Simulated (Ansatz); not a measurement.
# CH₃ClF₂SeZr: how energies converge with the basis set

The task here is to estimate one member of a computed series from the others.

Program: Ansatz 0.2.0, Gaussian basis. Level of theory: one geometry, several basis sets. These are calculated values, not measurements.

The runs, in order: PBE0-D4/def2-SVP; ωB97M-V/def2-SVP; PBE0-D4/def2-QZVPP; ωB97M-V/def2-QZVPP; the functionals' def2-TZVPP values are taken from earlier runs.

1 further run of the same task is left out (for a known fault of the program).

**The geometry**

All runs share one geometry, relaxed beforehand with PBE0-D4 in a triple-zeta def2 set. Zr takes the def2 core potential; no spin-orbit term is included.

SMILES `C[Se][Zr]([F])([F])[Cl]`, 9 atoms, charge 0, spin multiplicity 1.

Atoms are counted from 1 here; the program's logs count them from 0.

Bond lengths: C1–Se2 1.974 Å, C1–H7 1.087 Å, C1–H8 1.095 Å, C1–H9 1.087 Å, Se2–Zr3 2.534 Å, Zr3–F4 1.894 Å, Zr3–F5 1.885 Å, Zr3–Cl6 2.346 Å. Angles: Se2–C1–H7 108.0°, Se2–C1–H8 113.6°, Se2–C1–H9 107.8°, H7–C1–H8 108.4°, H7–C1–H9 111.2°, H8–C1–H9 108.1°, C1–Se2–Zr3 86.2°, Se2–Zr3–F4 108.0°, Se2–Zr3–F5 108.6°, Se2–Zr3–Cl6 108.8°, F4–Zr3–F5 111.4°, F4–Zr3–Cl6 108.5°, F5–Zr3–Cl6 111.4°.

Set-up of the first run:

Input file in.yaml:

```yaml
crystal:
  periodic: [false, false, false]
  atoms:
    - {symbol: C, position_ang: [-0.059997, -1.176267, 1.061952]}
    - {symbol: Se, position_ang: [1.569392, -0.106840, 0.746637]}
    - {symbol: Zr, position_ang: [0.230547, 1.101861, -1.032752]}
    - {symbol: F, position_ang: [-0.454545, -0.194070, -2.231996]}
    - {symbol: F, position_ang: [1.364765, 2.322412, -1.914623]}
    - {symbol: Cl, position_ang: [-1.573711, 2.197382, -0.010016]}
    - {symbol: H, position_ang: [-0.401571, -0.976319, 2.074414]}
    - {symbol: H, position_ang: [-0.876269, -0.944179, 0.370562]}
    - {symbol: H, position_ang: [0.201399, -2.223992, 0.935812]}
basis:
  gaussian: {orbitals: def2-SVP}
hamiltonian: {xc: pbe0, dispersion: d4}
output: {orbitals: {seedname: orbitals}}
```

Started as:

```
> ansatz run in.yaml --threads 2 --pin off --events-out ev --progress --plain --max-ram 22528MiB --backend cpu
```

Among the steps run: PBE0-D4 in def2-SVP; ωB97M-V in def2-SVP; PBE0-D4 in def2-QZVPP; ωB97M-V in def2-QZVPP.

One table of the session follows, with a row left open; its other results are not shown here.

It belongs to the step «Density functionals: the series». 

```
functional       basis  HOMO (eV)  LUMO (eV)
   PBE0-D4    def2-SVP      -7.32      -1.97
   PBE0-D4  def2-TZVPP          ?          ?
   PBE0-D4  def2-QZVPP      -7.34      -1.98
   ωB97M-V    def2-SVP      -9.36       0.16
   ωB97M-V  def2-TZVPP      -9.41       0.10
   ωB97M-V  def2-QZVPP      -9.41       0.07
```

Estimate the missing values for PBE0-D4, def2-TZVPP.

As computed: HOMO (eV): -7.34; LUMO (eV): -1.99.
